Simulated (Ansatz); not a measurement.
# Ti8C8N: the cost of one run

Program: Ansatz 0.2.0. Level of theory: DFT LDA, plane waves, PAW, scalar-relativistic, no spin polarisation. These are calculated values, not measurements.

**1. Starting point**

The cell holds 17 atoms (C8NTi8): a = 6.152 Å, b = 6.152 Å, c = 6.152 Å, α = 60.00°, β = 60.00°, γ = 60.00°.

Coordinates:

```xyz
17
Lattice="0.0000 4.3500 4.3500 4.3500 0.0000 4.3500 4.3500 4.3500 0.0000" Properties=species:S:1:pos:R:3 pbc="T T T"
Ti    2.1750    2.1750    2.1750
C     0.0000    0.0000    0.0000
Ti    4.3500    4.3500    2.1750
C     2.1750    2.1750    0.0000
Ti    4.3500    2.1750    4.3500
C     2.1750    0.0000    2.1750
Ti    6.5250    4.3500    4.3500
C     4.3500    2.1750    2.1750
Ti    2.1750    4.3500    4.3500
C     0.0000    2.1750    2.1750
Ti    4.3500    6.5250    4.3500
C     2.1750    4.3500    2.1750
Ti    4.3500    4.3500    6.5250
C     2.1750    2.1750    4.3500
Ti    6.5250    6.5250    6.5250
C     4.3500    4.3500    4.3500
N     5.4718    3.2885    5.4257
```

**2. Relaxing end A**

File input.yaml:

```yaml
crystal:
  lattice:
    - [0.0, 4.35, 4.35]
    - [4.35, 0.0, 4.35]
    - [4.35, 4.35, 0.0]
  atoms:
    - { symbol: Ti, position: [0.25, 0.25, 0.25] }
    - { symbol: C, position: [0.0, 0.0, 0.0] }
    - { symbol: Ti, position: [0.25, 0.25, 0.75] }
    - { symbol: C, position: [0.0, 0.0, 0.5] }
    - { symbol: Ti, position: [0.25, 0.75, 0.25] }
    - { symbol: C, position: [0.0, 0.5, 0.0] }
    - { symbol: Ti, position: [0.25, 0.75, 0.75] }
    - { symbol: C, position: [0.0, 0.5, 0.5] }
    - { symbol: Ti, position: [0.75, 0.25, 0.25] }
    - { symbol: C, position: [0.5, 0.0, 0.0] }
    - { symbol: Ti, position: [0.75, 0.25, 0.75] }
    - { symbol: C, position: [0.5, 0.0, 0.5] }
    - { symbol: Ti, position: [0.75, 0.75, 0.25] }
    - { symbol: C, position: [0.5, 0.5, 0.0] }
    - { symbol: Ti, position: [0.75, 0.75, 0.75] }
    - { symbol: C, position: [0.5, 0.5, 0.5] }
    - { symbol: "N", position: [0.3726914, 0.8745865, 0.3832938] }
basis:
  ecutwfc: 420.0
kpoints:
  mp_grid: { grid: [4, 4, 4] }
hamiltonian:
  xc: lda
  pseudopotentials: { kind: paw, azcp: { folder: soft_1 } }
scf:
  occupations: { method: fermi_dirac, width: 0.15 }
  lower_state_search: "off"
relax:
  f_tol: 0.03
  max_steps: 60
  adjacent_minimum: "off"
```

Run with:

```
ansatz run input.yaml --threads 4 --pin off --max-ram 10240MiB --backend cpu --events-out ev --progress --plain --runs-dir out
```

What time and memory should one allow on 4 threads of Arm Neoverse V2, shared host?

About 1.7 min, with a peak of 0.79 GiB.
